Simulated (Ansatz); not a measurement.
# FH6W: the cost of one run

Program: Ansatz 0.2.0. Level of theory: UKS PBE/def2-SVP. These are calculated values, not measurements.

1 further run of the same task is left out (it didn't finish).

## Step 1: Starting point

Bond lengths: W1–F2 2.100 Å, W1–H3 1.720 Å, W1–H4 1.720 Å, W1–H5 1.720 Å, W1–H6 1.720 Å, W1–H7 1.720 Å. Angles (14 of 15 angles, heavy atoms first): F2–W1–H3 90.0°, F2–W1–H4 90.0°, F2–W1–H5 90.0°, F2–W1–H6 90.0°, F2–W1–H7 180.0°, H3–W1–H4 90.0°, H3–W1–H5 180.0°, H3–W1–H6 90.0°, H3–W1–H7 90.0°, H4–W1–H5 90.0°, H4–W1–H6 180.0°, H4–W1–H7 90.0°, H5–W1–H6 90.0°, H5–W1–H7 90.0°.

Structure file:

```xyz
8

W     0.0000    0.0000    0.0000
F     0.0000    0.0000    2.1000
H     1.7200    0.0000    0.0000
H     0.0000    1.7200    0.0000
H    -1.7200    0.0000    0.0000
H     0.0000   -1.7200    0.0000
H     0.0000    0.0000   -1.7200
H     0.0000    0.0000    3.3200
```

## Step 2: A restrained relaxation towards end A

Springs on the bonds that form and break draw the guess towards this end; the thresholds are loose.

input.yaml reads:

```yaml
crystal:
  periodic: [false, false, false]
  atoms:
    - { symbol: W, position_ang: [0.0, 0.0, 0.0] }
    - { symbol: F, position_ang: [0.0, 0.0, 2.1] }
    - { symbol: H, position_ang: [1.72, 0.0, 0.0] }
    - { symbol: H, position_ang: [0.0, 1.72, 0.0] }
    - { symbol: H, position_ang: [-1.72, 0.0, 0.0] }
    - { symbol: H, position_ang: [0.0, -1.72, 0.0] }
    - { symbol: H, position_ang: [0.0, 0.0, -1.72] }
    - { symbol: H, position_ang: [0.0, 0.0, 3.32] }
magnetization:
  spin_polarized: true
  initial_magnetization: 1
basis:
  gaussian: { orbitals: def2-SVP }
hamiltonian:
  xc: pbe
relax:
  f_tol: 0.15
  max_steps: 25
  restrain:
    - { distance: [1, 7], at: 2.12, k: 30.0 }
    - { distance: [0, 1], at: 1.85, k: 30.0 }
```

Launch:

```
$ ansatz run input.yaml --threads 2 --pin off --max-ram 3072MiB --backend cpu --events-out ev --progress --plain --runs-dir out
```

What time and memory should one allow on 2 threads of Arm Neoverse V1, shared host?

About 85 s, with a peak of 0.18 GiB.
